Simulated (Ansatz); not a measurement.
# CH4BrSn radical: small, medium and large basis sets

The task here is to estimate one member of a computed series from the others.

Method: one geometry, several basis sets; program: Ansatz 0.2.0, Gaussian basis.

The runs, in order: PBE0-D4/def2-SVP; ωB97M-V/def2-SVP; PBE0-D4/def2-QZVPP; ωB97M-V/def2-QZVPP; the functionals' def2-TZVPP values are taken from earlier runs.

### The relaxed structure

An earlier PBE0-D4 in a triple-zeta def2 set relaxation fixed the geometry. Sn takes the def2 core potential; no spin-orbit term is included.

SMILES `[CH3][SnH][Br]`, 7 atoms, charge 0, spin multiplicity 2.

Atoms are counted from 1 here; the program's logs count them from 0.

Bond lengths: C1–Sn2 2.155 Å, C1–H4 1.091 Å, C1–H5 1.088 Å, C1–H6 1.090 Å, Sn2–Br3 2.506 Å, Sn2–H7 1.731 Å. Angles: Sn2–C1–H4 107.4°, Sn2–C1–H5 109.4°, Sn2–C1–H6 109.7°, H4–C1–H5 109.9°, H4–C1–H6 110.1°, H5–C1–H6 110.2°, C1–Sn2–Br3 104.8°, C1–Sn2–H7 111.5°, Br3–Sn2–H7 104.5°.

The first run:

Input file in.yaml:

```yaml
crystal:
  periodic: [false, false, false]
  atoms:
    - {symbol: C, position_ang: [-0.807768, 0.563862, -0.181694]}
    - {symbol: Sn, position_ang: [0.586640, -1.074685, -0.300211]}
    - {symbol: Br, position_ang: [1.344594, -1.443979, 2.059853]}
    - {symbol: H, position_ang: [-0.282627, 1.407955, 0.267875]}
    - {symbol: H, position_ang: [-1.651497, 0.277137, 0.443078]}
    - {symbol: H, position_ang: [-1.152937, 0.826305, -1.181557]}
    - {symbol: H, position_ang: [2.024696, -0.624594, -1.153045]}
basis:
  gaussian: {orbitals: def2-SVP}
magnetization: {spin_polarized: true, initial_magnetization: 1}
hamiltonian: {xc: pbe0, dispersion: d4}
output: {orbitals: {seedname: orbitals}}
```

The run is started by

```
ansatz run in.yaml --threads 2 --pin off --events-out ev --progress --plain --max-ram 32768MiB --backend cpu
```

Among the steps run: PBE0-D4 in def2-SVP; ωB97M-V in def2-SVP; PBE0-D4 in def2-QZVPP; ωB97M-V in def2-QZVPP.

One table of the session follows, with a row left open; its other results are not shown here.

It belongs to the step «Functionals by basis». 

| functional | basis | HOMO (eV) | LUMO (eV) |
| --- | --- | --- | --- |
| PBE0-D4 | def2-SVP | ? | ? |
| PBE0-D4 | def2-TZVPP | -6.26 | -3.42 |
| PBE0-D4 | def2-QZVPP | -6.28 | -3.43 |
| ωB97M-V | def2-SVP | -8.15 | -1.60 |
| ωB97M-V | def2-TZVPP | -8.27 | -1.73 |
| ωB97M-V | def2-QZVPP | -8.28 | -1.76 |

Q: Estimate the row for PBE0-D4, def2-SVP from the others.

The run gave: HOMO (eV): -6.18; LUMO (eV): -3.34. In the column «HOMO (eV)» it is the highest.
